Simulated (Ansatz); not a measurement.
# Rb2Ag3: the cost of one run

Computed with Ansatz 0.2.0 (DFT PBE, scalar-relativistic, plane waves, PAW, unless a step's input says otherwise).

## 1. Starting point

It takes space group Pm-3m (No. 221, cubic). The conventional cell has a = 5.560 Å, b = 5.560 Å, c = 5.560 Å, α = 90.00°, β = 90.00°, γ = 90.00°. Around Rb (site symmetry m-3m) lie 6 Ag at 2.78 Å. Rb (site symmetry m-3m) is surrounded by 12 Ag at 3.93 Å. Ag (site symmetry 4/mmm) has 2 Rb at 2.78 Å as nearest neighbours.

As a file:

```cif
data_structure
_symmetry_space_group_name_H-M 'P 1'
_symmetry_Int_Tables_number 1
_cell_length_a 5.5605
_cell_length_b 5.5605
_cell_length_c 5.5605
_cell_angle_alpha 90.000
_cell_angle_beta 90.000
_cell_angle_gamma 90.000
_cell_volume 171.93
loop_
_atom_site_label
_atom_site_type_symbol
_atom_site_fract_x
_atom_site_fract_y
_atom_site_fract_z
_atom_site_occupancy
Rb1 Rb 0.00000 0.00000 0.00000 1
Rb2 Rb 0.50000 0.50000 0.50000 1
Ag1 Ag 0.50000 0.00000 0.00000 1
Ag2 Ag 0.00000 0.50000 0.00000 1
Ag3 Ag 0.00000 0.00000 0.50000 1
```

The cell is invented: random cell by space group and Wyckoff sites (Pm-3m, No. 221). Lengths come from tabulated atomic sizes and are only a guess.

## 2. A first look at the guess

input.yaml reads:

```yaml
crystal:
  lattice:
    - [5.56049009, 0.0, 0.0]
    - [0.0, 5.56049009, 0.0]
    - [0.0, 0.0, 5.56049009]
  atoms:
    - { symbol: Rb, position: [0.0, 0.0, 0.0] }
    - { symbol: Rb, position: [0.5, 0.5, 0.5] }
    - { symbol: Ag, position: [0.5, 0.0, 0.0] }
    - { symbol: Ag, position: [0.0, 0.5, 0.0] }
    - { symbol: Ag, position: [0.0, 0.0, 0.5] }
basis:
  ecutwfc: 420
kpoints:
  mp_grid: { grid: [4, 4, 4] }
hamiltonian:
  xc: pbe
scf:
  occupations: { method: gaussian, width: 0.1 }
  lower_state_search: "off"
output:
  forces: true
  stress: true
  eigenvalues: true
```

Run with:

```
ansatz run input.yaml --threads 1 --pin off --max-ram 2048MiB --backend cpu --events-out ev --progress --plain --runs-dir out
```

Q: Estimate wall time and peak memory on 1 thread of Arm Neoverse V2, shared host.

About 3.4 s, with a peak of 0.39 GiB.
